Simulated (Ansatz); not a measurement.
Below is the output of a Python script on Ansatz's Python interface that makes a convergence test of the plane-wave cutoff of C, space group Cmme. Write a script that gives it. Use (first run): LDA, PAW, cutoff 250 eV, 10×10×3 k-points, Fermi-Dirac smearing of 0.1 eV. The script varies cutoff (eV): 250, 350, 450, 550.

Contents of `POSCAR`:
```text
C
1.0
   1.22804797   -2.12706182    0.00000000
   1.22804797    2.12706182    0.00000000
   0.00000000    0.00000000    7.17326776
C
4
Direct
   0.08337946    0.91662054    0.75313760
   0.58337946    0.41662054    0.24686240
   0.91662054    0.08337946    0.24686240
   0.41662054    0.58337946    0.75313760
```

```console
$ python c.py
INFO:c:250: +576.50 meV/atom
INFO:c:350: +34.83 meV/atom
INFO:c:450: +1.22 meV/atom
```

One script that gives this output:

The script, `c.py`:
```python
# -*- coding: utf-8 -*-
"""Convergence of C with the plane-wave cutoff."""

import csv
import logging
import sys
import warnings

import ansatz
from ase.io import read

logging.basicConfig(stream=sys.stdout, format="%(levelname)s:%(name)s:%(message)s")
logger = logging.getLogger("c")
logger.setLevel(logging.INFO)

OCCUPATIONS = "Fermi-Dirac"
WIDTH_EV = 0.1
XC = "LDA"
K_DENSITY = 3.1

warnings.simplefilter("ignore", ansatz.DeckWarning)

atoms = read("POSCAR", format="vasp")
xtal = ansatz.Crystal.from_ase(atoms)

base = (
    xtal.calculation()
    .occupations(OCCUPATIONS, width=WIDTH_EV)
    .functional(XC)
    .kpoints(density=K_DENSITY)
    .stress()
)

rows = []
for value in [250, 350, 450, 550]:
    summary = base.basis(value).run(threads=1).report
    rows.append((value, summary["free_energy_ev"] / len(summary["lattice"]["sites"]), summary["n_iterations"], sum(summary["stress_gpa"][i][i] for i in range(3)) / 3, summary["n_pw"]))

with open("ecut.csv", "w", newline="") as handle:
    writer = csv.writer(handle)
    writer.writerow(["cutoff (eV)", "F/atom (eV)", "iterations", "P (GPa)", "plane waves"])
    writer.writerows([round(v, 5) if isinstance(v, float) else v for v in row] for row in rows)

# the last row is the reference
for row in rows[:-1]:
    shift = 1000 * (row[1] - rows[-1][1])
    logger.info(f"{row[0]}: {shift:+.2f} meV/atom" + ("  (within 1 meV)" if abs(shift) < 1 else ""))
```

Notes:
- Pressure is positive in compression.
- This isn't the structure that C takes at ambient conditions.
- Shifts are counted from the last row, which is itself no proven limit.
- The script silences the warnings on its input, which a real study should read.
- By the engine's processor time: 4.9 s on 1 thread of Intel(R) Xeon(R) Processor @ 2.30GHz, with other jobs on the host, peak memory 0.55 GiB.
